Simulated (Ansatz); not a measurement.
# BH5S2Si: the cost of one run

Program: Ansatz 0.2.0, Gaussian basis. Level of theory: the settings change from run to run. These are calculated values, not measurements.

## Step 1: The relaxed structure

An earlier PBE0-D4 in a triple-zeta def2 set relaxation fixed the geometry.

9 atoms, charge 0, spin multiplicity 1.

Atoms are counted from 1 here; the program's logs count them from 0.

Bond lengths: Si1–B2 2.008 Å, Si1–H5 1.492 Å, Si1–H6 1.493 Å, Si1–H7 1.491 Å, B2–S3 1.903 Å, B2–S4 1.976 Å, B2–H8 1.196 Å, S3–S4 2.045 Å, S4–H9 1.352 Å. Angles: B2–Si1–H5 112.9°, B2–Si1–H6 110.6°, B2–Si1–H7 110.6°, H5–Si1–H6 107.6°, H5–Si1–H7 107.5°, H6–Si1–H7 107.6°, Si1–B2–S3 116.9°, Si1–B2–S4 111.9°, Si1–B2–H8 123.4°, S3–B2–S4 63.6°, S3–B2–H8 115.2°, S4–B2–H8 109.9°, B2–S3–S4 59.9°, B2–S4–S3 56.4°, B2–S4–H9 98.3°, S3–S4–H9 100.4°.

As a file:

```xyz
9
BH5S2Si
Si    0.39772    0.59572   -1.25665
B    -0.16827   -0.66291    0.20151
S     1.07585   -0.96328    1.60946
S    -0.51676    0.28702    1.89885
H    -0.74796    1.08348   -2.07788
H     1.08185    1.79095   -0.68094
H     1.35847   -0.07148   -2.18111
H    -0.97835   -1.52907    0.04503
H    -1.41404   -0.57682    2.42463
```

## Step 2: SVWN5/def2-TZVP

Set apart from the defaults: charge -1, multiplicity 2, high accuracy.

Input file in.yaml:

```yaml
crystal:
  periodic: [false, false, false]
  atoms:
    - {symbol: Si, position_ang: [0.397717, 0.595718, -1.256648]}
    - {symbol: B, position_ang: [-0.168274, -0.662911, 0.201510]}
    - {symbol: S, position_ang: [1.075846, -0.963279, 1.609461]}
    - {symbol: S, position_ang: [-0.516759, 0.287017, 1.898850]}
    - {symbol: H, position_ang: [-0.747960, 1.083482, -2.077881]}
    - {symbol: H, position_ang: [1.081852, 1.790946, -0.680940]}
    - {symbol: H, position_ang: [1.358469, -0.071479, -2.181111]}
    - {symbol: H, position_ang: [-0.978353, -1.529075, 0.045031]}
    - {symbol: H, position_ang: [-1.414039, -0.576819, 2.424626]}
basis:
  gaussian: {orbitals: def2-TZVP}
total_charge: -1
magnetization: {spin_polarized: true, initial_magnetization: 1}
hamiltonian: {xc: {name: SVWN5}}
accuracy: high
```

Run with:

```bash
$ ansatz run in.yaml --threads 2 --pin off --events-out ev --progress --plain --max-ram 4352MiB
```

Q: Estimate wall time and peak memory on 2 threads of Arm Neoverse N1, shared host.

About 21 s, with a peak of 0.8 GiB.
